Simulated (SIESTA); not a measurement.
# Hf4AlSi (I422) in SIESTA: equation of state, part 2 of 2

SIESTA 5.4.2.

**3. Single point, PBEsol, 18.50 Å³/atom**

File Hf4AlSi.fdf:

```
SystemName                      Hf4AlSi
SystemLabel                     Hf4AlSi
NumberOfSpecies                 3
NumberOfAtoms                   6
%block ChemicalSpeciesLabel
  1  72 Hf
  2  14 Si
  3  13 Al
%endblock ChemicalSpeciesLabel

LatticeConstant                 1.0 Ang
%block LatticeVectors
    -3.2845304011     3.2845304011     2.5721119508
     3.2845304011    -3.2845304011     2.5721119508
     3.2845304011     3.2845304011    -2.5721119508
%endblock LatticeVectors
AtomicCoordinatesFormat         Fractional
%block AtomicCoordinatesAndAtomicSpecies
     0.9041354550     0.0958645450     0.5000000000  1  Hf
     0.5958645450     0.4041354550     0.5000000000  1  Hf
     0.0958645450     0.5958645450     0.1917290900  1  Hf
     0.4041354550     0.9041354550     0.8082709100  1  Hf
     0.0000000000     0.0000000000     0.0000000000  2  Si
     0.5000000000     0.5000000000     0.0000000000  3  Al
%endblock AtomicCoordinatesAndAtomicSpecies

%block kgrid.MonkhorstPack
    7   0   0  0.0
    0   7   0  0.0
    0   0   7  0.0
%endblock kgrid.MonkhorstPack
XC.Functional                   GGA
XC.Authors                      PBEsol
PAO.BasisSize                   DZP
PAO.EnergyShift                 0.003 Ry
Mesh.Cutoff                     800 Ry
OccupationFunction              FD
ElectronicTemperature           0.05 eV
MaxSCFIterations                120
SCF.MustConverge                false
SCF.Mixer.Method                Pulay
SCF.Mixer.Weight                0.25
SCF.Mixer.History               8
SCF.DM.Tolerance                5.0e-05
SCF.H.Tolerance                 1.0e-03 eV
WriteForces                     true
Charge.Mulliken                 end
%block PAO.Basis
  Hf 5
  n=5 0 2
    3.241 0.000
  n=6 0 2
    8.114 0.000
  n=5 1 2
    3.929 0.000
  n=6 1 1
    8.114
  n=5 2 2
    7.842 0.000
%endblock PAO.Basis
```

Potentials or basis: PseudoDojo 0.4 standard (PBEsol files), DZP (energy shift 0.003 Ry; two zetas on semicore shells).

The run is started by

```console
> siesta Hf4AlSi.fdf > Hf4AlSi.out 2>&1
```

Run time: 4.8 min. Hardware: 1 thread of Arm Neoverse V2, shared host; peak memory 0.85 GiB.

The run converged. Its results:

```yaml
Free_energy: -6317.2107 eV
Pressure: 3.7 GPa
Largest_force: 0.037 eV/Å
Band_gap_on_the_k_mesh: none (metal or under the smearing width)
```

Caveat: short orbitals over semicore shells can move pressures by several GPa; the basis of atomic orbitals isn't converged, which shifts pressures, moduli and gaps.

**4. Single point, PBEsol, 18.88 Å³/atom**

Changes to Hf4AlSi.fdf since step 3:

```diff
@@ -12,5 +12,5 @@
 %block LatticeVectors
-    -3.2845304011     3.2845304011     2.5721119508
-     3.2845304011    -3.2845304011     2.5721119508
-     3.2845304011     3.2845304011    -2.5721119508
+    -3.3071830507     3.3071830507     2.5898512145
+     3.3071830507    -3.3071830507     2.5898512145
+     3.3071830507     3.3071830507    -2.5898512145
 %endblock LatticeVectors
```

Potentials or basis: PseudoDojo 0.4 standard (PBEsol files), DZP (energy shift 0.003 Ry; two zetas on semicore shells).

The run is started by

```console
> siesta < Hf4AlSi.fdf > Hf4AlSi.out 2>&1
```

Hf4AlSi.out:

```text
Version         : 5.4.2

[... 6 lines left out ...]
 NOTE: Please see the manual for full details and compatibility measures.

reinit: Reading from standard input
reinit: Dumping input in INPUT_TMP.91015
************************** Dump of input data file ****************************
SystemName                      Hf4AlSi
SystemLabel                     Hf4AlSi
NumberOfSpecies                 3
NumberOfAtoms                   6
%block ChemicalSpeciesLabel
  1  72 Hf
  2  14 Si
  3  13 Al
%endblock ChemicalSpeciesLabel
LatticeConstant                 1.0 Ang
%block LatticeVectors
    -3.3071830507     3.3071830507     2.5898512145
     3.3071830507    -3.3071830507     2.5898512145
     3.3071830507     3.3071830507    -2.5898512145
%endblock LatticeVectors
AtomicCoordinatesFormat         Fractional
%block AtomicCoordinatesAndAtomicSpecies
     0.9041354550     0.0958645450     0.5000000000  1  Hf
     0.5958645450     0.4041354550     0.5000000000  1  Hf
     0.0958645450     0.5958645450     0.1917290900  1  Hf
     0.4041354550     0.9041354550     0.8082709100  1  Hf
     0.0000000000     0.0000000000     0.0000000000  2  Si
     0.5000000000     0.5000000000     0.0000000000  3  Al
[... 903 lines left out ...]
               5s      5s      6s      6s      5py     5pz     5px     5py
               5pz     5px     6py     6pz     6px     5dxy    5dyz    5dz2
               5dxz    5dx2-y2 5dxy    5dyz    5dz2    5dxz    5dx2-y2
   1 11.320   1.843   0.042   0.341   0.029   1.933   1.926   1.933   0.064
              0.069   0.064   0.149   0.188   0.149   0.525   0.530   0.494

              0.530   0.522  -0.006   0.002  -0.007   0.002  -0.002
   2 11.320   1.843   0.042   0.341   0.029   1.933   1.926   1.933   0.064
              0.069   0.064   0.149   0.188   0.149   0.525   0.530   0.494
[... 5 lines left out ...]
              0.530   0.522  -0.006   0.002  -0.007   0.002  -0.002
   4 11.320   1.843   0.042   0.341   0.029   1.933   1.926   1.933   0.064
              0.069   0.064   0.149   0.188   0.149   0.525   0.530   0.494

              0.530   0.522  -0.006   0.002  -0.007   0.002  -0.002

Species: Si
Atom  Qatom  Qorb
               3s      3s      3py     3pz     3px     3py     3pz     3px
               3Pdxy   3Pdyz   3Pdz2   3Pdxz   3Pdx2-y2
   5  4.903   1.719  -0.106   0.733   0.392   0.733   0.229   0.358   0.229
              0.100   0.106   0.184   0.106   0.119

Species: Al
Atom  Qatom  Qorb
               3s      3s      3py     3pz     3px     3py     3pz     3px
               3Pdxy   3Pdyz   3Pdz2   3Pdxz   3Pdx2-y2
   6  4.818   1.472  -0.028   0.897   0.532   0.897   0.051   0.131   0.051
              0.138   0.138   0.246   0.138   0.155

mulliken: Qtot =       55.000

Mulliken Atomic Populations:
Atom #   charge [q] valence [e]  Species
     1     0.680216   11.319784  Hf
     2     0.680206   11.319794  Hf
     3     0.680223   11.319777  Hf
     4     0.680223   11.319777  Hf
     5    -0.903195    4.903195  Si
     6    -1.817673    4.817673  Al
 Total    -0.000000

Job completed
```

Wall time 4.7 min (1 thread of Arm Neoverse V2, shared host); peak memory 0.84 GiB.

What came out:

```
Free energy            : -6317.2421 eV
Pressure               : 0.7 GPa
Largest force          : 0.044 eV/Å
Band gap on the k mesh : none (metal or under the smearing width)
```

Caveat: short orbitals over semicore shells can move pressures by several GPa; the basis of atomic orbitals isn't converged, which shifts pressures, moduli and gaps.

**5. Single point, PBEsol, 19.66 Å³/atom**

Changes to Hf4AlSi.fdf since step 4:

```diff
@@ -12,5 +12,5 @@
 %block LatticeVectors
-    -3.3071830507     3.3071830507     2.5898512145
-     3.3071830507    -3.3071830507     2.5898512145
-     3.3071830507     3.3071830507    -2.5898512145
+    -3.3515800672     3.3515800672     2.6246184667
+     3.3515800672    -3.3515800672     2.6246184667
+     3.3515800672     3.3515800672    -2.6246184667
 %endblock LatticeVectors
```

The run is started by

```console
> siesta Hf4AlSi.fdf > Hf4AlSi.out 2>&1
```

Wall time 5.4 min (1 thread of Arm Neoverse V2, shared host); peak memory 1.1 GiB.

It converged, with:

| Quantity | Value |
| --- | --- |
| Free energy | -6317.1869 eV |
| Pressure | -4.4 GPa |
| Largest force | 0.049 eV/Å |
| Band gap on the k mesh | none (metal or under the smearing width) |

Caveat: short orbitals over semicore shells can move pressures by several GPa; the basis of atomic orbitals isn't converged, which shifts pressures, moduli and gaps.

**6. Single point, PBEsol, 20.04 Å³/atom**

Changes to Hf4AlSi.fdf since step 5:

```diff
@@ -12,5 +12,5 @@
 %block LatticeVectors
-    -3.3515800672     3.3515800672     2.6246184667
-     3.3515800672    -3.3515800672     2.6246184667
-     3.3515800672     3.3515800672    -2.6246184667
+    -3.3733441840     3.3733441840     2.6416619213
+     3.3733441840    -3.3733441840     2.6416619213
+     3.3733441840     3.3733441840    -2.6416619213
 %endblock LatticeVectors
```

Potentials or basis: PseudoDojo 0.4 standard (PBEsol files), DZP (energy shift 0.003 Ry; two zetas on semicore shells).

The run is started by

```console
> siesta Hf4AlSi.fdf > Hf4AlSi.out 2>&1
```

It took 5.8 min on 1 thread of Arm Neoverse V2, shared host; peak memory 1 GiB.

It converged, with:

* Free energy: -6317.1074 eV
* Pressure: -6.6 GPa
* Largest force: 0.048 eV/Å
* Band gap on the k mesh: none (metal or under the smearing width)

Caveat: short orbitals over semicore shells can move pressures by several GPa; the basis of atomic orbitals isn't converged, which shifts pressures, moduli and gaps.

**7. Equation of state, PBEsol**

No new run: the results of the series are fitted here.

What came out:

```yaml
Equilibrium_volume: 18.98 Å³/atom
Bulk_modulus_at_fixed_shape_and_positions: 135 GPa
Pressure_derivative_of_the_bulk_modulus: 3.8
```

Energy against volume, from the lowest point:
```csv
volume (Å³/atom),energy (meV/atom)
18.113,17.93
18.499,5.24
18.884,0.00
19.270,1.57
19.655,9.21
20.040,22.46
```

Caveat: short orbitals over semicore shells can move pressures by several GPa; the cell was scaled at fixed shape and fractional positions, which overstates the stiffness of a crystal with free parameters, most of all of layers and chains; the basis of atomic orbitals isn't converged, which shifts pressures, moduli and gaps.
